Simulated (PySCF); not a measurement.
# C18H11Br: excited states

What do calculations give for the excited states of C18H11Br (`Brc1c2ccccc2cc2cc3ccccc3cc12`)?

Programs: PySCF 2.14.0, with routines of our own; each step states its level. All values are computed. Atoms count from 0.

## 1. The system as given

30 atoms, charge 0, multiplicity 1; geometry from: GFN2-xTB.

## 2. Excited states: TDA BLYP/def2-SVP in water

What the job is given:

```
{"job": {"kind": "states", "xc": "BLYP", "basis": "def2-SVP", "tda": true, "soc": true, "nstates": 6, "ntriplets": 4, "nquad": 4, "solvent": "water"}, "charge": 0, "multiplicity": 1}
Br     1.105822     3.291550     0.598442
C      1.174684     1.401030     0.320612
C      2.415257     0.770729     0.319994
C      3.649187     1.446562     0.514647
C      4.830853     0.774357     0.503606
C      4.864596    -0.622392     0.295815
C      3.709048    -1.309573     0.104125
C      2.450271    -0.650642     0.108525
C      1.270262    -1.348007    -0.086282
C      0.025638    -0.710058    -0.083460
C     -1.163879    -1.422561    -0.280633
C     -2.400830    -0.799277    -0.280535
C     -3.613672    -1.512666    -0.480097
C     -4.809715    -0.867684    -0.473331
C     -4.871325     0.530432    -0.266664
C     -3.735457     1.250685    -0.071788
C     -2.463771     0.617371    -0.071481
C     -1.292243     1.332267     0.124956
C     -0.037705     0.713891     0.126309
H      3.640853     2.514342     0.674489
H      5.757841     1.307264     0.653999
H      5.815756    -1.133330     0.291524
H      3.717586    -2.377760    -0.056560
H      1.308764    -2.416461    -0.244558
H     -1.105861    -2.490776    -0.437333
H     -3.559034    -2.580396    -0.637122
H     -5.728513    -1.414860    -0.625538
H     -5.835616     1.016710    -0.266375
H     -3.775099     2.318812     0.086567
H     -1.361721     2.399002     0.280493
```

Method: TDA BLYP/def2-SVP excited states, vertical, IEF-PCM water (non-equilibrium response), spin-orbit mean-field couplings.

Started as:

```
$ OMP_NUM_THREADS=1 python excited_run.py task.json out
```

The driver reads the jobs from task.json and runs them one after another.

Standard output:

```text
coarse grid: 127768 points
cycle   1  E = -3265.4820064001  dE =  1.953e+00  |g| = 6.941e-01  |ddm| = 9.158e+00
cycle   2  E = -3265.3637672813  dE =  1.182e-01  |g| = 9.402e-01  |ddm| = 2.305e+00
cycle   3  E = -3265.5767418021  dE = -2.130e-01  |g| = 3.962e-01  |ddm| = 1.740e+00
cycle   4  E = -3265.6243040569  dE = -4.756e-02  |g| = 1.009e-01  |ddm| = 7.081e-01
cycle   5  E = -3265.6266777620  dE = -2.374e-03  |g| = 5.194e-02  |ddm| = 2.095e-01
cycle   6  E = -3265.6273923427  dE = -7.146e-04  |g| = 1.833e-02  |ddm| = 8.908e-02
cycle   7  E = -3265.6274886595  dE = -9.632e-05  |g| = 6.195e-03  |ddm| = 3.324e-02
cycle   8  E = -3265.6274962941  dE = -7.635e-06  |g| = 2.302e-03  |ddm| = 9.119e-03
final grid: 273912 points
cycle   9  E = -3265.6274852381  dE =  6.954e-06  |g| = 5.424e-03  |ddm| = 1.485e-02
cycle  10  E = -3265.6274387787  dE =  4.646e-05  |g| = 1.357e-02  |ddm| = 2.384e-02
cycle  11  E = -3265.6274936323  dE = -5.485e-05  |g| = 1.028e-03  |ddm| = 1.738e-02
cycle  12  E = -3265.6274938957  dE = -2.634e-07  |g| = 1.803e-04  |ddm| = 1.335e-03
cycle  13  E = -3265.6274939038  dE = -8.152e-09  |g| = 3.569e-05  |ddm| = 2.642e-04
cycle  14  E = -3265.6274939041  dE = -3.229e-10  |g| = 1.446e-05  |ddm| = 6.514e-05
converged SCF energy = -3265.6274939041

Singlet excitations
state   eV       nm        f     d(h-e)  d(exc)  Lambda  PR(NTO)  |dmu|/D   mu/D   main configurations
  1   2.3119   536.3   0.09482   0.281   5.292   0.885   1.152    0.656    2.112   H->L 0.92
  2   2.9871   415.1   0.00164   0.214   5.962   0.811   1.817    0.493    1.818   H-1->L 0.66, H->L+1 0.33
  3   3.2704   379.1   0.00060   0.140   4.957   0.622   2.004    0.297    1.992   H-2->L 0.50, H->L+2 0.48
  4   3.7101   334.2   0.01266   1.281   4.741   0.723   2.040    2.826    2.181   H->L+1 0.39, H-3->L 0.30, H-1->L 0.19
  5   3.8010   326.2   0.00347   2.835   4.904   0.645   1.656                     H-3->L 0.61, H->L+1 0.20, H-1->L 0.09
  6   3.8148   325.0   0.00000   3.258   4.965   0.237   1.000                     H-4->L 1.00

Triplet excitations (Tamm-Dancoff)
state   eV     d(h-e)  d(exc)  Lambda  PR(NTO)   main configurations
  1   1.3254   0.116   4.541   0.893   1.018   H->L 0.99
  2   2.5941   0.295   3.898   0.814   1.483   H-1->L 0.79, H->L+1 0.19
  3   3.0133   0.128   5.732   0.797   1.518   H->L+1 0.78, H-1->L 0.19
  4   3.0642   0.285   4.904   0.622   1.356   H-2->L 0.84, H->L+2 0.13
S1 - T1 = 0.9865 eV

Spin-orbit couplings |<S|Hso|T>| (cm-1)
             T1       T2       T3       T4
S0        0.015    0.180    0.208    0.207
S1        0.014    0.114    0.042    0.090
S2        0.088    0.010    0.025    0.070
S3        0.093    0.077    0.052    0.015
S4        0.131    0.096    0.023    0.176
S5        2.021    2.448    1.575    0.723
S6      211.097  236.008  154.709   56.459
T1 sublevels (cm-1): 0.000 2.220 2.220   radiative rates (1/s): 0.000396 0.00079 0.00454
```

Wall time 3.1 min (1 thread of Arm Neoverse V1, shared host); peak memory 2.1 GiB.

Key values:

```
  quantity    value
S1 less T1  0.99 eV
```

## 3. Excited states: TDA B3LYP/6-31G

What the job is given:

```
{"job": {"kind": "states", "xc": "B3LYP", "basis": "6-31G", "tda": true, "soc": true, "nstates": 4, "ntriplets": 4, "nquad": 4, "scf": {"max_cycle": 86}}, "charge": 0, "multiplicity": 1}
Br     1.072647     3.192803     0.580489
C      1.139443     1.358999     0.310994
C      2.342799     0.747607     0.310394
C      3.539711     1.403165     0.499208
C      4.685927     0.751126     0.488498
C      4.718658    -0.603720     0.286941
C      3.597777    -1.270286     0.101001
C      2.376763    -0.631123     0.105269
C      1.232154    -1.307567    -0.083694
C      0.024869    -0.688756    -0.080956
C     -1.128963    -1.379884    -0.272214
C     -2.328805    -0.775299    -0.272119
C     -3.505262    -1.467286    -0.465694
C     -4.665424    -0.841653    -0.459131
C     -4.725185     0.514519    -0.258664
C     -3.623393     1.213164    -0.069634
C     -2.389858     0.598850    -0.069337
C     -1.253476     1.292299     0.121207
C     -0.036574     0.692474     0.122520
H      3.531627     2.438912     0.654254
H      5.585106     1.268046     0.634379
H      5.641283    -1.099330     0.282778
H      3.606058    -2.306427    -0.054863
H      1.269501    -2.343967    -0.237221
H     -1.072685    -2.416053    -0.424213
H     -3.452263    -2.502984    -0.618008
H     -5.556658    -1.372414    -0.606772
H     -5.660548     0.986209    -0.258384
H     -3.661846     2.249248     0.083970
H     -1.320869     2.327032     0.272078
```

Level: TDA B3LYP/6-31G excited states, vertical, gas phase, spin-orbit mean-field couplings.

Standard output:

```text
final grid: 273912 points
cycle   1  E = -3266.0242010597  dE =  4.452e+00  |g| = 6.085e-01  |ddm| = 7.573e+00
cycle   2  E = -3266.0130203911  dE =  1.118e-02  |g| = 6.441e-01  |ddm| = 2.164e+00
cycle   3  E = -3266.1119371828  dE = -9.892e-02  |g| = 2.452e-01  |ddm| = 1.461e+00
cycle   4  E = -3266.1296647263  dE = -1.773e-02  |g| = 5.859e-02  |ddm| = 5.826e-01
cycle   5  E = -3266.1304681245  dE = -8.034e-04  |g| = 3.009e-02  |ddm| = 1.744e-01
cycle   6  E = -3266.1307129604  dE = -2.448e-04  |g| = 7.907e-03  |ddm| = 5.949e-02
cycle   7  E = -3266.1307319225  dE = -1.896e-05  |g| = 2.326e-03  |ddm| = 2.022e-02
cycle   8  E = -3266.1307331640  dE = -1.241e-06  |g| = 6.769e-04  |ddm| = 4.754e-03
cycle   9  E = -3266.1307332877  dE = -1.237e-07  |g| = 1.329e-04  |ddm| = 1.305e-03
cycle  10  E = -3266.1307332908  dE = -3.105e-09  |g| = 9.527e-05  |ddm| = 4.133e-04
cycle  11  E = -3266.1307332932  dE = -2.446e-09  |g| = 2.468e-05  |ddm| = 1.820e-04
cycle  12  E = -3266.1307332934  dE = -1.828e-10  |g| = 1.086e-05  |ddm| = 5.953e-05
converged SCF energy = -3266.1307332934

Singlet excitations
state   eV       nm        f     d(h-e)  d(exc)  Lambda  PR(NTO)  |dmu|/D   mu/D   main configurations
  1   2.8755   431.2   0.12886   0.221   4.894   0.896   1.119    0.516    1.685   H->L 0.94
  2   3.8718   320.2   0.00183   0.283   5.520   0.810   1.656    0.649    1.507   H-1->L 0.71, H->L+1 0.26
  3   3.8851   319.1   0.00249   0.089   4.491   0.609   2.018    0.198    1.625   H-2->L 0.50, H->L+2 0.47
  4   4.4951   275.8   0.00470   0.509   4.190   0.783   1.773    1.205    1.462   H->L+1 0.66, H-1->L 0.23

Triplet excitations (Tamm-Dancoff)
state   eV     d(h-e)  d(exc)  Lambda  PR(NTO)   main configurations
  1   1.5247   0.091   4.183   0.901   1.055   H->L 0.97
  2   2.9720   0.132   3.425   0.806   1.890   H-1->L 0.64, H->L+1 0.31
  3   3.6025   0.141   4.432   0.604   1.332   H-2->L 0.85, H->L+2 0.11
  4   3.8032   0.158   4.457   0.628   1.366   H->L+2 0.76, H-2->L 0.13
S1 - T1 = 1.3508 eV

Spin-orbit couplings |<S|Hso|T>| (cm-1)
             T1       T2       T3       T4
S0        0.017    0.134    0.229    0.292
S1        0.019    0.074    0.049    0.066
S2        0.088    0.015    0.054    0.014
S3        0.047    0.041    0.003    0.013
S4        0.123    0.066    0.052    0.017
T1 sublevels (cm-1): 0.000 0.000 0.000   radiative rates (1/s): 0.000125 1.85e-05 0.000525
```

It took 1.8 min on 1 thread of Arm Neoverse V1, shared host; peak memory 1.3 GiB.

All coordinates were scaled by 0.97, so these values belong to a distorted geometry and are kept out of the summary.

## 4. Outcome

```
                                       quantity                               value
S1 less T1 (step 2, TDA BLYP/def2-SVP in water)                             0.99 eV
                                           runs  0 failed, 1 ended on unsound input
```

In words: Scalar relativity is left out for the heavy atoms. In step 2, the number of triplets below S1 is 1, and the largest singlet-triplet spin-orbit coupling is S6–T2, 236.01 cm⁻¹.
